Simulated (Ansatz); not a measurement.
# Sn2PbO3: the cost of one run

Method: DFT PBE, scalar-relativistic, plane waves, PAW, in Ansatz 0.2.0.

**1. The structure to begin with**

The structure is orthorhombic, space group Pmmn (No. 59). Conventional cell: a = 3.913 Å, b = 11.739 Å, c = 4.977 Å, α = 90.00°, β = 90.00°, γ = 90.00°. Sn (site symmetry m) is surrounded by 4 O at 2.29 Å. Around Pb (site symmetry mm2) lie 4 O at 2.29 Å. Around O (site symmetry m) lie 3 Sn at 2.29 Å and 1 Pb at 2.29 Å. Around O (site symmetry mm2) lie 2 Pb at 2.29 Å and 2 Sn at 2.29 Å.

As a file:

```
Sn Pb O
1.0
     3.91312    0.00000    0.00000
     0.00000   11.73935    0.00000
     0.00000    0.00000    4.97734
Sn Pb O
4 2 6
Direct
  0.00000 0.83333 0.23850
  0.00000 0.16667 0.23850
  0.50000 0.33333 0.76150
  0.50000 0.66667 0.76150
  0.00000 0.50000 0.23850
  0.50000 0.00000 0.76150
  0.00000 0.33333 0.00000
  0.00000 0.66667 0.00000
  0.00000 0.00000 0.00000
  0.50000 0.50000 0.00000
  0.50000 0.83333 0.00000
  0.50000 0.16667 0.00000
```

The start is an ordering of an alloy on its end members' structure types: elements ordered on the sites of the SnO type, Pb/Sn on Sn (Pmmn, No. 59).

**2. Probe: one point on a coarse mesh**

Contents of input.yaml:

```yaml
crystal:
  lattice:
    - [3.91311734, 0.0, 0.0]
    - [0.0, 11.73935202, 0.0]
    - [0.0, 0.0, 4.97733695]
  atoms:
    - { symbol: Sn, position: [0.0, 0.83333333, 0.2385] }
    - { symbol: Sn, position: [0.0, 0.16666667, 0.2385] }
    - { symbol: Sn, position: [0.5, 0.33333333, 0.7615] }
    - { symbol: Sn, position: [0.5, 0.66666667, 0.7615] }
    - { symbol: Pb, position: [0.0, 0.5, 0.2385] }
    - { symbol: Pb, position: [0.5, 0.0, 0.7615] }
    - { symbol: O, position: [0.0, 0.33333333, 0.0] }
    - { symbol: O, position: [0.0, 0.66666667, 0.0] }
    - { symbol: O, position: [0.0, 0.0, 0.0] }
    - { symbol: O, position: [0.5, 0.5, 0.0] }
    - { symbol: O, position: [0.5, 0.83333333, 0.0] }
    - { symbol: O, position: [0.5, 0.16666667, 0.0] }
basis:
  ecutwfc: 420
kpoints:
  mp_grid: { grid: [4, 2, 4] }
hamiltonian:
  xc: pbe
scf:
  occupations: { method: gaussian, width: 0.1 }
  lower_state_search: "off"
output:
  forces: true
  stress: true
  eigenvalues: true
```

Launch:

```sh
$ ansatz run input.yaml --threads 1 --pin off --max-ram 2560MiB --backend cpu --events-out ev --progress --plain --runs-dir out
```

What time and memory should one allow on 1 thread of Intel Xeon Platinum 8259CL at 2.50GHz (Skylake/Cascade Lake), shared host?

About 23 s, with a peak of 0.65 GiB.
